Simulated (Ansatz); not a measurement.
# BeAu3: the cost of one run

Method: DFT PBE, scalar-relativistic, plane waves, PAW, in Ansatz 0.2.0.

### Step 1. The structure to begin with

Symmetry: Pm-3m, No. 221, cubic system. The conventional cell has a = 4.012 Å, b = 4.012 Å, c = 4.012 Å, α = 90.00°, β = 90.00°, γ = 90.00°. Be (site symmetry m-3m) is surrounded by 12 Au at 2.84 Å. Around Au (site symmetry 4/mmm) lie 4 Be at 2.84 Å and 8 Au at 2.84 Å.

As a file:

```cif
data_structure
_symmetry_space_group_name_H-M 'Pm-3m'
_symmetry_Int_Tables_number 221
_cell_length_a 4.0117
_cell_length_b 4.0117
_cell_length_c 4.0117
_cell_angle_alpha 90.000
_cell_angle_beta 90.000
_cell_angle_gamma 90.000
_cell_volume 64.56
loop_
_atom_site_label
_atom_site_type_symbol
_atom_site_symmetry_multiplicity
_atom_site_Wyckoff_symbol
_atom_site_fract_x
_atom_site_fract_y
_atom_site_fract_z
_atom_site_occupancy
Be1 Be 1 a 0.00000 0.00000 0.00000 1
Au1 Au 3 c 0.00000 0.50000 0.50000 1
```

This is candidate A: structure listed in a database for this formula (Pm-3m, No. 221).

(A quick probe on a coarse mesh, which set the mesh and smearing, is not shown.)

### Step 3. The relaxation (candidate A)

input.yaml reads:

```yaml
crystal:
  lattice:
    - [4.011706, 0.0, 0.0]
    - [0.0, 4.011706, 0.0]
    - [0.0, 0.0, 4.011706]
  atoms:
    - { symbol: Be, position: [0.0, 0.0, 0.0] }
    - { symbol: Au, position: [0.0, 0.5, 0.5] }
    - { symbol: Au, position: [0.5, 0.0, 0.5] }
    - { symbol: Au, position: [0.5, 0.5, 0.0] }
basis:
  ecutwfc: 420
kpoints:
  mp_grid: { grid: [12, 12, 12] }
hamiltonian:
  xc: pbe
scf:
  occupations: { method: gaussian, width: 0.1 }
output:
  forces: true
  stress: true
  eigenvalues: true
relax:
  adjacent_minimum: "off"
  f_tol: 0.01
  max_steps: 80
  cell: { stress_tol: 0.05 }
```

Run with:

```bash
> ansatz run input.yaml --threads 1 --pin off --max-ram 2560MiB --backend cpu --events-out ev --progress --plain --runs-dir out
```

**Question.** How long does this run take on 1 thread of Intel Xeon 6975P-C (Granite Rapids), shared host, and how much memory does it need?

About 19 s, with a peak of 0.47 GiB.
